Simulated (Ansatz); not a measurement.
# CdS (Greenockite): the cost of one run

Method: DFT LDA, all-electron LAPW, scalar-relativistic unless said, in Ansatz 0.2.0.

**1. The structure to begin with**

It takes space group P6_3mc (No. 186, hexagonal). The conventional cell has a = 4.074 Å, b = 4.074 Å, c = 6.638 Å, α = 90.00°, β = 90.00°, γ = 120.00°. Cd (site symmetry 3m) is surrounded by 4 S at 2.49 to 2.50 Å. Around S (site symmetry 3m) lie 4 Cd at 2.49 to 2.50 Å.

As a file:

```
Cd S
1.0
     4.07351    0.00000    0.00000
    -2.03675    3.52776    0.00000
     0.00000    0.00000    6.63844
Cd S
2 2
Cartesian
  0.0000 2.3518 -0.0035
  2.0368 1.1759 3.3157
  0.0000 2.3518 2.4929
  2.0368 1.1759 5.8121
```

Cartesian axes are those of the input's lattice vectors. The structure goes back to a database entry.

**2. Reference run, fine mesh, LAPW**

Contents of input.yaml:

```yaml
crystal:
  lattice:
    - [4.07350869843, 0.0, 0.0]
    - [-2.03675434921, 3.52776201538, 0.0]
    - [0.0, 0.0, 6.63844013858]
  atoms:
    - { symbol: Cd, position: [0.333333333333, 0.666666666667, -0.000527515603] }
    - { symbol: Cd, position: [0.666666666667, 0.333333333333, 0.499472484397] }
    - { symbol: S, position: [0.333333333333, 0.666666666667, 0.375527515603] }
    - { symbol: S, position: [0.666666666667, 0.333333333333, 0.875527515603] }
kpoints:
  mp_grid: { grid: [6, 6, 4] }
scf:
  occupations: { method: fixed }
hamiltonian:
  xc: lda
  pseudopotentials: { kind: all_electron, lapw: { basis_error: 0.001 } }
output:
  forces: true
  stress: true
  eigenvalues: true
  eigenstates:
    nscf_kmesh: { grid: [10, 10, 6] }
    de_dk: true
    e_range: [-9, 11.02632713802]
checkpoint:
  write: ck
  write_wavefunctions: false
```

Command:

```
$ ansatz run input.yaml --threads 1 --pin off --max-ram 3072MiB --backend cpu --events-out ev --progress --plain --runs-dir out
```

Q: Estimate wall time and peak memory on 1 thread of Arm Neoverse V2, shared host.

About 74 s, with a peak of 0.38 GiB.
